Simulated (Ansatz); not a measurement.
# CH4BNOS: basis-set convergence

The task here is to estimate one member of a computed series from the others.

Method: one geometry, several basis sets; program: Ansatz 0.2.0, Gaussian basis.

Levels to be run: PBE0-D4/def2-SVP; ωB97M-V/def2-SVP; PBE0-D4/def2-QZVPP; ωB97M-V/def2-QZVPP; the functionals' def2-TZVPP values are taken from earlier runs.

## The geometry

All runs share one geometry, relaxed beforehand with PBE0-D4 in a triple-zeta def2 set.

9 atoms, charge 0, spin multiplicity 1.

Atoms are counted from 1 here; the program's logs count them from 0.

Bond lengths: S1–C2 1.801 Å, S1–H6 1.343 Å, C2–N3 1.438 Å, C2–O5 1.436 Å, C2–H7 1.092 Å, N3–B4 1.410 Å, N3–H8 1.001 Å, B4–O5 1.397 Å, B4–H9 1.187 Å. Angles: C2–S1–H6 96.0°, S1–C2–N3 112.5°, S1–C2–O5 115.5°, S1–C2–H7 109.9°, N3–C2–O5 91.8°, N3–C2–H7 116.0°, O5–C2–H7 110.1°, C2–N3–B4 86.5°, C2–N3–H8 128.3°, B4–N3–H8 144.7°, N3–B4–O5 94.6°, N3–B4–H9 136.2°, O5–B4–H9 129.2°, C2–O5–B4 87.0°.

As a file:

```mol
CH4BNOS
  3D, bonds by distance, orders not assigned

  9  9  0  0  0  0  0  0  0  0999 V2000
   -0.3762    0.7085    1.8450 S   0  0
   -0.4050    0.2898    0.0941 C   0  0
    0.0415   -1.0533   -0.1585 N   0  0
    1.0497   -0.4744   -0.9571 B   0  0
    0.6630    0.8415   -0.6907 O   0  0
   -1.0504    1.8638    1.7239 H   0  0
   -1.3699    0.5637   -0.3386 H   0  0
   -0.3920   -1.9134    0.1138 H   0  0
    1.9277   -0.8725   -1.6491 H   0  0
  1  2  8  0
  2  3  8  0
  3  4  8  0
  4  5  8  0
  1  6  8  0
  2  7  8  0
  3  8  8  0
  4  9  8  0
  2  5  8  0
M  END
```

The first run:

Contents of in.yaml:

```yaml
crystal:
  periodic: [false, false, false]
  atoms:
    - {symbol: S, position_ang: [-0.376167, 0.708526, 1.845043]}
    - {symbol: C, position_ang: [-0.404996, 0.289796, 0.094134]}
    - {symbol: N, position_ang: [0.041524, -1.053254, -0.158464]}
    - {symbol: B, position_ang: [1.049739, -0.474414, -0.957145]}
    - {symbol: O, position_ang: [0.662951, 0.841473, -0.690653]}
    - {symbol: H, position_ang: [-1.050405, 1.863828, 1.723900]}
    - {symbol: H, position_ang: [-1.369896, 0.563672, -0.338629]}
    - {symbol: H, position_ang: [-0.391993, -1.913423, 0.113846]}
    - {symbol: H, position_ang: [1.927743, -0.872504, -1.649133]}
basis:
  gaussian: {orbitals: def2-SVP}
hamiltonian: {xc: pbe0, dispersion: d4}
output: {orbitals: {seedname: orbitals}}
```

The run is started by

```console
$ ansatz run in.yaml --threads 2 --pin off --events-out ev --progress --plain --max-ram 4352MiB
```

Steps of the session up to this table: PBE0-D4 in def2-SVP; ωB97M-V in def2-SVP; PBE0-D4 in def2-QZVPP; ωB97M-V in def2-QZVPP.

One table of the session follows, with a row left open; its other results are not shown here.

It belongs to the step «Density functionals: the series». 

```
functional       basis  HOMO (eV)  LUMO (eV)
   PBE0-D4    def2-SVP      -7.20       0.69
   PBE0-D4  def2-TZVPP          ?          ?
   PBE0-D4  def2-QZVPP      -7.37      -0.03
   ωB97M-V    def2-SVP      -9.43       2.62
   ωB97M-V  def2-TZVPP      -9.58       1.86
   ωB97M-V  def2-QZVPP      -9.63       1.39
```

Q: Estimate the row for PBE0-D4, def2-TZVPP from the others.

The run gave: HOMO (eV): -7.33; LUMO (eV): 0.17. In the column «HOMO (eV)» it lies between PBE0-D4, def2-QZVPP (-7.37) and PBE0-D4, def2-SVP (-7.20).
